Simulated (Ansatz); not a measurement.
Write a Python script for Ansatz 0.2.0, Python API that makes a ladder of methods at one geometry of C2H4BrFSi, SMILES C=C(F)[SiH2]Br. Level of theory (for the species named): r2scan0, def2-SVP basis, multiplicity 1. The script varies functional: r2scan0, cam_b3lyp, hse06, pbe0, revpbe.

`c2h4brfsi.xyz`
```text
9

C    -1.24100    0.55000    0.69300
C    -0.11260   -0.04060    0.69970
F     0.38240   -0.32700    1.90150
Si    0.94020   -0.54430   -0.77400
Br    1.52590    1.25090   -1.88510
H    -1.79310    0.89000   -0.24050
H    -1.75170    0.85620    1.61950
H     2.10420   -1.32320   -0.38670
H     0.03420   -1.35820   -1.64440
```

`methods_c2h4brfsi.py`:
```python
"""One geometry of C2H4BrFSi, method by method."""

from pathlib import Path

import ansatz as az
import numpy as np

molecule = az.Crystal.molecule_from_extxyz("c2h4brfsi.xyz")

base = molecule.calculation().basis(gaussian="def2-SVP")

print("functional    E (Ha)        dipole (D)   HOMO (eV)  LUMO (eV)")
for name in ["r2scan0", "cam_b3lyp", "hse06", "pbe0", "revpbe"]:
    r = base.functional(name).forces().orbitals().run(threads=1, pin="off", runs_dir="runs").report
    lines = Path(r["orbitals_path"]).read_text().splitlines()
    field_of = lambda key: [line.split("=")[1].strip() for line in lines if line.startswith(key)]
    orbitals = [(27.211386 * float(e), s, float(n)) for e, s, n in zip(field_of("Ene="), field_of("Spin="), field_of("Occup="))]
    homo = max(e for e, _, n in orbitals if n > 0.5)
    lumo = min(e for e, _, n in orbitals if n < 0.5)
    dipole = 4.803205 * np.linalg.norm(r["charge_distribution"]["dipole_moment_e_ang"])
    print(f"{name:10s} {r['free_energy_ev'] / 27.211386246:14.6f} {dipole:9.3f} {homo:11.3f} {lumo:10.3f}")
```

`python methods_c2h4brfsi.py` gives:
```text
functional    E (Ha)        dipole (D)   HOMO (eV)  LUMO (eV)
r2scan0      -3041.418459     1.026      -8.095     -0.677
cam_b3lyp    -3041.629044     0.959      -9.169      0.465
hse06        -3040.951266     0.967      -7.477     -1.125
pbe0         -3040.961489     0.969      -7.880     -0.744
revpbe       -3041.230352     0.806      -6.483     -1.521
```

Caveats:
- Total energies depend on the basis set; only differences at equal settings carry meaning.
- The geometry is a force-field or estimated start, not a minimum of this method, and the basis set is short of its limit. A lower total doesn't mark the better method: functionals have no common bound, and MP2 and coupled cluster aren't variational.
- Levels such as HOMO and LUMO are orbital energies: with these approximate functionals they aren't the ionisation energy and electron affinity, and their gap isn't the fundamental gap.
- hse06 follows the composition of plane-wave codes, whose totals differ by tens of mHa, up to about 0.1 Ha, from the form usual in Gaussian-basis programs (wpbeh).
- The whole script took 27 s on 1 thread of Arm Neoverse V2, with other jobs on the host, peak memory 0.38 GiB.

(Lines on the test bed's own set-up are left out of the output.)
